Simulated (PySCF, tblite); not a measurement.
# C4H13NSSi2: geometry, infrared bands and NMR shifts

Wanted: the infrared bands and NMR shifts of C4H13NSSi2 (`[H]/N=C(\C[SiH3])CCS[SiH3]`), by calculation.

Computed with tblite 0.8.0 and PySCF 2.14.0, with density-fitted response routines of our own, on a single molecule in the gas phase. Atoms count from 0, in the outputs and in this text.

**1. The starting structure**

21 atoms, charge 0, multiplicity 1; geometry from: force field or distance geometry start.

Bonds of the start (Å): N0–C1 1.29, C1–C2 1.50, C2–Si3 1.85, C1–C4 1.53, C4–C5 1.52, C5–S6 1.82, S6–Si7 2.15, N0–H8 1.03, C2–H9 1.10, C2–H10 1.09, Si3–H11 1.48, Si3–H12 1.50, Si3–H13 1.48, C4–H14 1.09, C4–H15 1.09, C5–H16 1.10, C5–H17 1.09, Si7–H18 1.48, Si7–H19 1.48, Si7–H20 1.48.

**2. Optimising the geometry with GFN2-xTB**

The job: settings as JSON, then the geometry in Å.

```
{"job": {"kind": "relax", "xc": "GFN2-xTB", "basis": "xTB"}, "charge": 0, "multiplicity": 1}
N     -0.656600     1.483500    -0.878600
C     -0.977700     0.251300    -0.675400
C     -2.311900    -0.306700    -1.073100
Si    -3.584100    -0.370800     0.274400
C      0.004300    -0.684600     0.042100
C      1.408300    -0.105200     0.112500
S      2.534800    -1.309600     0.887200
Si     4.414400    -0.260300     0.925300
H     -1.421200     1.986000    -1.347700
H     -2.715400     0.304900    -1.895500
H     -2.165000    -1.309100    -1.486900
H     -3.894700     0.980500     0.788600
H     -3.093400    -1.216000     1.413100
H     -4.836400    -0.978700    -0.234500
H     -0.388300    -0.874500     1.041200
H      0.009900    -1.628000    -0.507700
H      1.413000     0.819800     0.711900
H      1.780900     0.131600    -0.888100
H      5.442800    -1.135700     1.531900
H      4.252100     0.974600     1.728500
H      4.775000     0.085400    -0.469600
```

The run is started by

```console
OMP_NUM_THREADS=1 python probes_run.py task.json out
```

This one command runs all jobs of the session in turn.

**Question.** This job is followed by: GFN2-xTB harmonic vibrations, gas phase; GIAO PBE0/pcSseg-1 NMR shielding, non-relativistic, gas phase. Predict these results of the whole session: strongest single infrared mode (GFN2-xTB); zero-point energy (GFN2-xTB); ¹³C shifts against TMS (PBE0/pcSseg-1); ¹H shifts against TMS (PBE0/pcSseg-1, means over atoms taken as alike); ¹⁵N shifts against NH3 (PBE0/pcSseg-1); ²⁹Si shifts against TMS (PBE0/pcSseg-1); ³³S shifts against CS2 (PBE0/pcSseg-1).

**Answer**, as computed:

| quantity | value |
| --- | --- |
| strongest single infrared mode (GFN2-xTB) | 789 cm⁻¹, 427 km/mol |
| zero-point energy (GFN2-xTB) | 96.3 kcal/mol |
| ¹³C shifts against TMS (PBE0/pcSseg-1) | 183.3, 43.5, 32.1, 27.6 ppm |
| ¹H shifts against TMS (PBE0/pcSseg-1, means over atoms taken as alike) | 9.81, 4.59, 3.99, 2.73, 2.53, 1.90 ppm |
| ¹⁵N shifts against NH3 (PBE0/pcSseg-1) | 334.7 ppm |
| ²⁹Si shifts against TMS (PBE0/pcSseg-1) | -54.7, -64.3 ppm |
| ³³S shifts against CS2 (PBE0/pcSseg-1) | -202 ppm |

Over 103 steps the energy fell by 0.203 eV; of the close pairs, C2–Si3 changed most, 1.854 to 1.913 Å. All 57 modes are real, so the xTB geometry is a minimum. Unscaled tight-binding wavenumbers are off by several per cent, some by more. Its intensities can rank the bands wrongly. At PBE0/pcSseg-1: Shielding is most anisotropic at N0 (span 563 ppm, paramagnetic term -392 ppm).
